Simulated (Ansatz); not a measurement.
**CaC2: relaxation and properties**

One table from this session's results is given with a row withheld; the runs are named, their logs left out.

Program: Ansatz 0.2.0. Level of theory: DFT r2SCAN, scalar-relativistic, plane waves, PAW. These are calculated values, not measurements.

### Starting point

The structure is tetragonal, space group I4/mmm (No. 139). Conventional cell: a = 3.869 Å, b = 3.869 Å, c = 6.404 Å, α = 90.00°, β = 90.00°, γ = 90.00°. Around Ca (site symmetry 4/mmm) lie 10 C at 2.58 to 2.81 Å. Around C (site symmetry 4mm) lie 1 C at 1.25 Å.

Structure file:

```cif
data_structure
_symmetry_space_group_name_H-M 'I4/mmm'
_symmetry_Int_Tables_number 139
_cell_length_a 3.8686
_cell_length_b 3.8686
_cell_length_c 6.4042
_cell_angle_alpha 90.000
_cell_angle_beta 90.000
_cell_angle_gamma 90.000
_cell_volume 95.85
loop_
_atom_site_label
_atom_site_type_symbol
_atom_site_symmetry_multiplicity
_atom_site_Wyckoff_symbol
_atom_site_fract_x
_atom_site_fract_y
_atom_site_fract_z
_atom_site_occupancy
Ca1 Ca 2 a 0.00000 0.00000 0.00000 1
C1 C 4 e 0.50000 0.50000 0.09789 1
```

Source of the structure: the Materials Project (structure only).

The first run:

(A quick probe on a coarse mesh, which set the mesh and smearing, is not shown.)

input.yaml

```yaml
crystal:
  lattice:
    - [-1.9342985994, 1.9342985994, 3.2021112425]
    - [1.9342985994, -1.9342985994, 3.2021112425]
    - [1.9342985994, 1.9342985994, -3.2021112425]
  atoms:
    - { symbol: Ca, position: [0.0, 0.0, 0.0] }
    - { symbol: C, position: [0.59789272, 0.59789272, 0.0] }
    - { symbol: C, position: [0.40210728, 0.40210728, 0.0] }
basis:
  ecutwfc: 500
kpoints:
  mp_grid: { grid: [10, 10, 10] }
hamiltonian:
  xc: r2scan
scf:
  occupations: { method: gaussian, width: 0.02 }
output:
  forces: true
  stress: true
  eigenvalues: true
relax:
  adjacent_minimum: "off"
  f_tol: 0.005
  max_steps: 80
  cell: { stress_tol: 0.05 }
```

Launch:

```sh
> ansatz run input.yaml --threads 1 --pin off --max-ram 2560MiB --backend cpu --events-out ev --progress --plain --runs-dir out
```

Among the steps run: The relaxation; Point at V/V0 = 0.97; Point at V/V0 = 1.03; Volume × 0.94; Volume × 1.06; The cell scaled to 0.91 of its volume; Volume × 1.10; Point at V/V0 = 0.88.

One table of the session follows, with a row left open; its other results are not shown here.

It belongs to the step «Energy against volume». 

```
volume (Å³/atom)  energy above the lowest point (meV/atom)  pressure (GPa)  gap on the mesh (eV)
          14.019                                      52.2            9.82                  1.09
          14.497                                      27.7            6.74                  1.25
          14.975                                      11.6            4.12                  1.40
          15.453                                       2.7            1.89                  1.53
          15.931                                       0.0            0.00                  1.66
          16.408                                         ?               ?                     ?
          16.886                                       9.5           -2.99                  1.89
          17.524                                      24.5           -4.50                  2.03
```

Q: Estimate the row for volume (Å³/atom) = 16.408 from the others.

Worked estimate for «energy above the lowest point (meV/atom)». A straight line through the neighbours (15.931, 0.0) and (16.886, 9.5) gives 0.0 + (9.5 − 0.0) × (16.408 − 15.931) / (16.886 − 15.931) = 4.7; a parabola fitted to 4 rows on both sides gives 2.6.

As computed: energy above the lowest point (meV/atom): 2.5; pressure (GPa): -1.62; gap on the mesh (eV): 1.78. In «energy above the lowest point (meV/atom)» the line misses by +2.2 and the parabola by +0.1.
